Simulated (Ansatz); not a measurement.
# ZrVSi: properties at the relaxed cell

The task here is to estimate one member of a computed series from the others.

Computed with Ansatz 0.2.0 (DFT PBEsol, scalar-relativistic, plane waves, PAW, unless a step's input says otherwise).

2 further runs of the same task are left out: 2 set aside as unsound or not needed. Runs told in other sessions of the task aren't counted.

### Starting point

It takes space group P4/nmm (No. 129, tetragonal). Conventional cell: a = 3.649 Å, b = 3.649 Å, c = 7.178 Å, α = 90.00°, β = 90.00°, γ = 90.00°. Zr (site symmetry 4mm) has 5 Si at 2.71 to 2.84 Å in its first shell of neighbours. Around V (site symmetry -4m2) lie 4 Si at 2.54 Å and 4 V at 2.58 Å. Si (site symmetry 4mm) has 4 V at 2.54 Å and 5 Zr at 2.71 to 2.84 Å in its first shell of neighbours.

Structure file:

```xyz
6
Lattice="3.6491 0.0000 0.0000 0.0000 3.6491 0.0000 0.0000 0.0000 7.1775" Properties=species:S:1:pos:R:3 pbc="T T T"
Zr    1.8245    0.0000    4.6003
Zr    0.0000    1.8245    2.5772
V     0.0000    0.0000    0.0000
V     1.8245    1.8245    0.0000
Si    1.8245    0.0000    1.7622
Si    0.0000    1.8245    5.4153
```

It is the result of an earlier relaxation at this level (volume 15.93 Å³/atom; gap on the mesh: none (metal)).

The first run:

input.yaml reads:

```yaml
crystal:
  lattice:
    - [3.6121947857, 0.0, 0.0]
    - [0.0, 3.6121947857, 0.0]
    - [0.0, 0.0, 7.1050400752]
  atoms:
    - { symbol: Zr, position: [0.5, 0.0, 0.6409296506] }
    - { symbol: Zr, position: [0.0, 0.5, 0.3590703494] }
    - { symbol: V, position: [0.0, 0.0, 0.0] }
    - { symbol: V, position: [0.5, 0.5, 0.0] }
    - { symbol: Si, position: [0.5, 0.0, 0.2455168861] }
    - { symbol: Si, position: [0.0, 0.5, 0.7544831139] }
basis:
  ecutwfc: 420
kpoints:
  mp_grid: { grid: [10, 10, 6] }
hamiltonian:
  xc: pbesol
scf:
  occupations: { method: gaussian, width: 0.1 }
output:
  forces: true
  stress: true
  eigenvalues: true
relax:
  adjacent_minimum: "off"
  f_tol: 0.01
  max_steps: 30
  cell: { stress_tol: 0.1, fix: [volume] }
```

The run is started by

```sh
$ ansatz run input.yaml --threads 1 --pin off --max-ram 2560MiB --backend cpu --events-out ev --progress --plain --runs-dir out
```

Among the steps run: Volume × 0.97; Volume × 1.03; The cell scaled to 0.94 of its volume; The cell scaled to 1.06 of its volume; The cell scaled to 0.91 of its volume; Volume × 1.10; The cell scaled to 0.88 of its volume.

One table of the session follows, with a row left open; its other results are not shown here.

It belongs to the step «Equation of state». 

```
volume (Å³/atom)  energy above the lowest point (meV/atom)  pressure (GPa)
          14.017                                     146.4           27.32
          14.495                                         ?               ?
          14.973                                      32.8           11.60
          15.451                                       7.8            5.36
          15.929                                       0.0            0.00
          16.407                                       7.1           -4.62
          16.885                                      26.9           -8.59
          17.522                                      70.3          -13.01
```

Estimate the missing values for volume (Å³/atom) = 14.495.

Worked estimate for «energy above the lowest point (meV/atom)». A straight line through the neighbours (14.017, 146.4) and (14.973, 32.8) gives 146.4 + (32.8 − 146.4) × (14.495 − 14.017) / (14.973 − 14.017) = 89.6; a parabola fitted to 3 rows on both sides gives 79.0.

**Answer.** energy above the lowest point (meV/atom): 77.9; pressure (GPa): 18.86. In «energy above the lowest point (meV/atom)» the line misses by +11.7 and the parabola by +1.1.
